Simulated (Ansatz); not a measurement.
Write a Python script for Ansatz 0.2.0, Python API that makes a saddle search for pyramidal inversion of AsBH4, SMILES B[AsH2]. Settings (for the species named): PBE0, def2-SVP basis, multiplicity 1, D3BJ dispersion.

```xyz
6

B     0.0724   -0.9525    0.1601
As    0.5931    1.0396    0.3108
H    -1.0910   -1.2349    0.4745
H     0.8431   -1.6947   -0.3061
H     0.4972    1.2502   -1.2515
H    -0.8727    1.5283    0.5660
```

Script `ts.py`:
```python
"""Inversion barrier of AsBH4: minimum and transition state."""

import itertools

import ansatz
from ase.data import atomic_numbers, covalent_radii
import numpy as np

geometry_ang = [
    ("B", (0.0724, -0.9525, 0.1601)),
    ("As", (0.5931, 1.0396, 0.3108)),
    ("H", (-1.091, -1.2349, 0.4745)),
    ("H", (0.8431, -1.6947, -0.3061)),
    ("H", (0.4972, 1.2502, -1.2515)),
    ("H", (-0.8727, 1.5283, 0.566)),
]
molecule = ansatz.Crystal.molecule()
for symbol, xyz in geometry_ang:
    molecule = molecule.atom(symbol, xyz)

setup = molecule.calculation().basis(gaussian="def2-SVP").functional("pbe0", dispersion="d3bj")
symbols = [site.symbol for site in molecule.cartesian_sites]
start = np.array([site.position_ang for site in molecule.cartesian_sites], dtype=float)
r = setup.relax(force_tolerance=0.005).run(threads=1, backend="cpu").report
end = np.array(r["positions_ang"])

# start with the apex atom pushed most of the way into the plane of its neighbours
a, b, d = end[[0, 4, 5]]
normal = np.cross(b - a, d - a)
normal /= np.linalg.norm(normal)
flat = end.copy()
flat[1] -= 0.8 * ((end[1] - a) @ normal) * normal
guess = np.zeros_like(flat)
guess[1] = normal
near = ansatz.Crystal.molecule()
for symbol, place in zip(symbols, flat):
    near = near.atom(symbol, place.tolist())
search = (
    near.calculation()
    .basis(gaussian="def2-SVP")
    .functional("pbe0", dispersion="d3bj")
    .saddle(mode_guess=guess.tolist(), force_tolerance=0.01, max_steps=40)
)
steps = []
top = search.session().plan().execute(on_event=lambda e: steps.append(e["data"]) if e["event"] == "saddle_step" else None).report
for s in steps:
    print(f"step {s['step']:2d}  E = {s['lagrangian_ev']:.5f} eV  force {s['allowed_force_max_ev_ang']:.4f} eV/A  curvature {s['curvature_ev_ang2']:.3f} eV/A^2")
print(f"minimum {r['free_energy_ev']:.5f} eV, saddle {top['free_energy_ev']:.5f} eV")
print(f"electronic barrier {23.060548 * (top['free_energy_ev'] - r['free_energy_ev']):.2f} kcal/mol")
saddle = np.array(top["positions_ang"])
# pairs closer than 1.2 times the sum of covalent radii, before or after
radius = [covalent_radii[atomic_numbers[s]] for s in symbols]
span = lambda where, i, j: np.linalg.norm(where[i] - where[j])
bonded = [(i, j) for i, j in itertools.combinations(range(len(symbols)), 2) if min(span(end, i, j), span(saddle, i, j)) < 1.2 * (radius[i] + radius[j])]
print("pair        before    after (A)")
for i, j in bonded:
    print(f"{symbols[i]}{i}-{symbols[j]}{j}".ljust(10), f"{span(end, i, j):8.4f} {span(saddle, i, j):8.4f}")
```

Running `python ts.py` prints:
```text
step  1  E = -61564.00864 eV  force 4.4702 eV/A  curvature -15.419 eV/A^2
step  2  E = -61564.67222 eV  force 2.7159 eV/A  curvature -9.320 eV/A^2
step  3  E = -61564.99945 eV  force 0.2357 eV/A  curvature -2.657 eV/A^2
step  4  E = -61565.02338 eV  force 0.0841 eV/A  curvature -3.028 eV/A^2
step  5  E = -61565.02354 eV  force 0.0544 eV/A  curvature -2.960 eV/A^2
step  6  E = -61565.02282 eV  force 0.0390 eV/A  curvature -2.946 eV/A^2
step  7  E = -61565.02240 eV  force 0.0388 eV/A  curvature -2.983 eV/A^2
step  8  E = -61565.02235 eV  force 0.0316 eV/A  curvature -3.011 eV/A^2
step  9  E = -61565.02253 eV  force 0.0057 eV/A  curvature -3.043 eV/A^2
minimum -61565.34357 eV, saddle -61565.02255 eV
electronic barrier 7.40 kcal/mol
pair        before    after (A)
B0-As1       1.9815   1.8769
B0-H2        1.2064   1.2029
B0-H3        1.2064   1.2029
As1-H4       1.5146   1.4899
As1-H5       1.5146   1.4899
```

Reading the output:
- Total energies depend on the basis set; only differences at equal settings carry meaning.
- The energies are electronic: no zero-point or thermal terms, and the basis set is short of its limit. No separate frequency run checks the order of the saddle point.
- It ran for 71 s on 1 thread of Arm Neoverse V2, on a shared host, peak memory 0.2 GiB.
